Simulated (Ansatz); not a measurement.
**C2H7GaN radical: basis-set convergence**

How large a basis does C2H7GaN radical need? Two functionals are run in growing sets.

Computed with Ansatz 0.2.0, Gaussian basis. Level: one geometry, several basis sets.

Plan: PBE0-D4/def2-SVP; ωB97M-V/def2-SVP; PBE0-D4/def2-QZVPP; ωB97M-V/def2-QZVPP; the functionals' def2-TZVPP values are taken from earlier runs.

## (1) The geometry

All runs share one geometry, relaxed beforehand with PBE0-D4 in a triple-zeta def2 set.

SMILES `[CH2][N](C)[GaH2]`, 11 atoms, charge 0, spin multiplicity 2.

Atoms are counted from 1 here; the program's logs count them from 0.

Bond lengths: C1–N2 1.352 Å, C1–H5 1.081 Å, C1–H6 1.082 Å, N2–C3 1.452 Å, N2–Ga4 1.859 Å, C3–H7 1.096 Å, C3–H8 1.090 Å, C3–H9 1.096 Å, Ga4–H10 1.557 Å, Ga4–H11 1.556 Å. Angles: N2–C1–H5 119.4°, N2–C1–H6 120.0°, H5–C1–H6 120.6°, C1–N2–C3 115.4°, C1–N2–Ga4 124.6°, C3–N2–Ga4 120.0°, N2–C3–H7 110.8°, N2–C3–H8 110.3°, N2–C3–H9 110.8°, H7–C3–H8 108.4°, H7–C3–H9 108.0°, H8–C3–H9 108.4°, N2–Ga4–H10 113.7°, N2–Ga4–H11 115.2°, H10–Ga4–H11 131.0°.

As a file:

```xyz
11
charge 0, multiplicity 2
C    -0.19529    1.46569    0.32795
N    -0.01052    0.17044   -0.01438
C    -0.19343   -0.78981    1.05905
Ga    0.44883   -0.41646   -1.71779
H    -0.07492    2.23493   -0.42129
H    -0.46400    1.72357    1.34414
H    -1.20930   -0.73016    1.46531
H    -0.02804   -1.80312    0.69212
H     0.51029   -0.59837    1.87675
H     0.59771   -1.96212   -1.82879
H     0.61867    0.70540   -2.78307
```

## (2) PBE0-D4 in def2-SVP

Input file in.yaml:

```yaml
crystal:
  periodic: [false, false, false]
  atoms:
    - {symbol: C, position_ang: [-0.195288, 1.465689, 0.327954]}
    - {symbol: N, position_ang: [-0.010524, 0.170435, -0.014384]}
    - {symbol: C, position_ang: [-0.193434, -0.789810, 1.059051]}
    - {symbol: Ga, position_ang: [0.448833, -0.416456, -1.717794]}
    - {symbol: H, position_ang: [-0.074924, 2.234931, -0.421291]}
    - {symbol: H, position_ang: [-0.464001, 1.723570, 1.344141]}
    - {symbol: H, position_ang: [-1.209298, -0.730163, 1.465313]}
    - {symbol: H, position_ang: [-0.028041, -1.803120, 0.692121]}
    - {symbol: H, position_ang: [0.510291, -0.598374, 1.876753]}
    - {symbol: H, position_ang: [0.597715, -1.962115, -1.828787]}
    - {symbol: H, position_ang: [0.618672, 0.705404, -2.783066]}
basis:
  gaussian: {orbitals: def2-SVP}
magnetization: {spin_polarized: true, initial_magnetization: 1}
hamiltonian: {xc: pbe0, dispersion: d4}
output: {orbitals: {seedname: orbitals}}
```

Command:

```bash
> ansatz run in.yaml --threads 4 --pin off --events-out ev --progress --plain --max-ram 10444MiB
```

The runs that follow: ωB97M-V in def2-SVP; PBE0-D4 in def2-QZVPP; ωB97M-V in def2-QZVPP.

Before running them: what should the planned runs give, taken together? Wanted: PBE0-D4: double and triple zeta above quadruple; ωB97M-V: double and triple zeta above quadruple.

The runs gave:

```
                                       quantity           value
PBE0-D4: double and triple zeta above quadruple  12.19, 1.41 eV
ωB97M-V: double and triple zeta above quadruple  12.36, 1.37 eV
```

**Reading.** For PBE0-D4 the step from double to triple zeta gains 10.78 eV and the next only 1.41 eV. These are total energies; as a rule much of such shifts cancels in differences, which this series doesn't test.
